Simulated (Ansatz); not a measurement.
# CH₂SeSi (SMILES [SiH2]=C=[Se]): functionals against CCSD(T) at one geometry

A test off equilibrium: a structure displaced at random from a GFN2-xTB minimum is computed at several levels, and each is set against CCSD(T).

Computed with Ansatz 0.2.0, Gaussian basis. Level: single points in def2-TZVPP.

Cores are frozen in the correlated methods. Filled d shells of the heavier atoms are correlated.

## Step 1: The system as given

5 atoms, charge 0, spin multiplicity 1.

Atoms are counted from 1 here; the program's logs count them from 0.

Bond lengths: Si1–C2 1.727 Å, Si1–H4 1.507 Å, Si1–H5 1.492 Å, C2–Se3 1.740 Å. Angles: C2–Si1–H4 120.1°, C2–Si1–H5 121.9°, H4–Si1–H5 117.7°, Si1–C2–Se3 176.5°.

Coordinates:

```mol
CH2SeSi
  3D, bonds by distance, orders not assigned

  5  4  0  0  0  0  0  0  0  0999 V2000
   -0.3587    0.5345   -0.3722 Si  0  0
    0.3770   -0.6830    0.6070 C   0  0
    1.2078   -1.8933    1.5406 Se  0  0
   -1.4068    0.1562   -1.3873 H   0  0
    0.1108    1.9510   -0.3563 H   0  0
  1  2  8  0
  1  4  8  0
  1  5  8  0
  2  3  8  0
M  END
```

## Step 2: CCSD(T)/def2-TZVPP

run/in.yaml reads:

```yaml
crystal:
  periodic: [false, false, false]
  atoms:
    - {symbol: Si, position_ang: [-0.358700, 0.534500, -0.372200]}
    - {symbol: C, position_ang: [0.377000, -0.683000, 0.607000]}
    - {symbol: Se, position_ang: [1.207800, -1.893300, 1.540600]}
    - {symbol: H, position_ang: [-1.406800, 0.156200, -1.387300]}
    - {symbol: H, position_ang: [0.110800, 1.951000, -0.356300]}
basis:
  gaussian: {orbitals: def2-TZVPP}
correlation: {method: ccsd_t}
output: {forces: true}
```

The command line of these runs was not kept.

## Step 3: PBE0-D4/def2-TZVPP

run/in.yaml: that of step 2 with these lines changed.

```diff
@@ -10,3 +10,3 @@
   gaussian: {orbitals: def2-TZVPP}
-correlation: {method: ccsd_t}
-output: {forces: true}
+hamiltonian: {xc: pbe0, dispersion: d4}
+output: {forces: true, orbitals: {seedname: orbitals}}
```

## Step 4: wB97M-V/def2-TZVPP

run/in.yaml: that of step 3 with these lines changed.

```diff
@@ -10,3 +10,3 @@
   gaussian: {orbitals: def2-TZVPP}
-hamiltonian: {xc: pbe0, dispersion: d4}
-output: {forces: true, orbitals: {seedname: orbitals}}
+hamiltonian: {xc: {name: wB97M-V}}
+output: {forces: true}
```

## Step 5: r2SCAN-D4/def2-TZVPP

run/in.yaml: that of step 4 with these lines changed.

```diff
@@ -10,3 +10,3 @@
   gaussian: {orbitals: def2-TZVPP}
-hamiltonian: {xc: {name: wB97M-V}}
+hamiltonian: {xc: r2scan, dispersion: d4}
 output: {forces: true}
```

## Step 6: PBE-D4/def2-TZVPP

run/in.yaml: that of step 5 with these lines changed.

```diff
@@ -10,3 +10,3 @@
   gaussian: {orbitals: def2-TZVPP}
-hamiltonian: {xc: r2scan, dispersion: d4}
+hamiltonian: {xc: pbe, dispersion: d4}
 output: {forces: true}
```

## Step 7: LC-wPBE/def2-TZVPP

run/in.yaml: that of step 6 with these lines changed.

```diff
@@ -10,3 +10,3 @@
   gaussian: {orbitals: def2-TZVPP}
-hamiltonian: {xc: pbe, dispersion: d4}
+hamiltonian: {xc: {name: LC-wPBE}}
 output: {forces: true}
```

## Step 8: revPBE-D4/def2-TZVPP

run/in.yaml: that of step 7 with these lines changed.

```diff
@@ -10,3 +10,3 @@
   gaussian: {orbitals: def2-TZVPP}
-hamiltonian: {xc: {name: LC-wPBE}}
+hamiltonian: {xc: {name: revPBE}, dispersion: d4}
 output: {forces: true}
```

(Steps that only read results are left out.)

**Question.** What will these runs give? Wanted: energy less free atoms, CCSD(T)/def2-TZVPP; RMS force component; RMS force error; HOMO and LUMO, PBE0-D4; T1 diagnostic.

As calculated:

| quantity | value |
| --- | --- |
| energy less free atoms, CCSD(T)/def2-TZVPP | -339.5 kcal/mol |
| RMS force component | 0.403 to 0.708 eV/Å over the methods |
| RMS force error | PBE0-D4 0.254, wB97M-V 0.258, r2SCAN-D4 0.194, PBE-D4 0.126, LC-wPBE 0.438, revPBE-D4 0.114 eV/Å |
| HOMO and LUMO, PBE0-D4 | -5.70 and -3.29 eV |
| T1 diagnostic | 0.020 |

In words: Against CCSD(T) the functionals' energies less atoms differ by -25.5 to +6.8 kcal/mol, PBE-D4 by -25.5 kcal/mol. CCSD(T) in triple zeta still lacks some correlation energy of the bonds, so part of these gaps is its own basis error and they don't rank the functionals. On forces the order runs from revPBE-D4 to LC-wPBE. Frozen-core CCSD(T) forces in triple zeta carry basis errors of their own, and this is one geometry, so small gaps rank nothing. The restricted Hartree–Fock reference is unstable towards an unrestricted one at one or more of these structures.
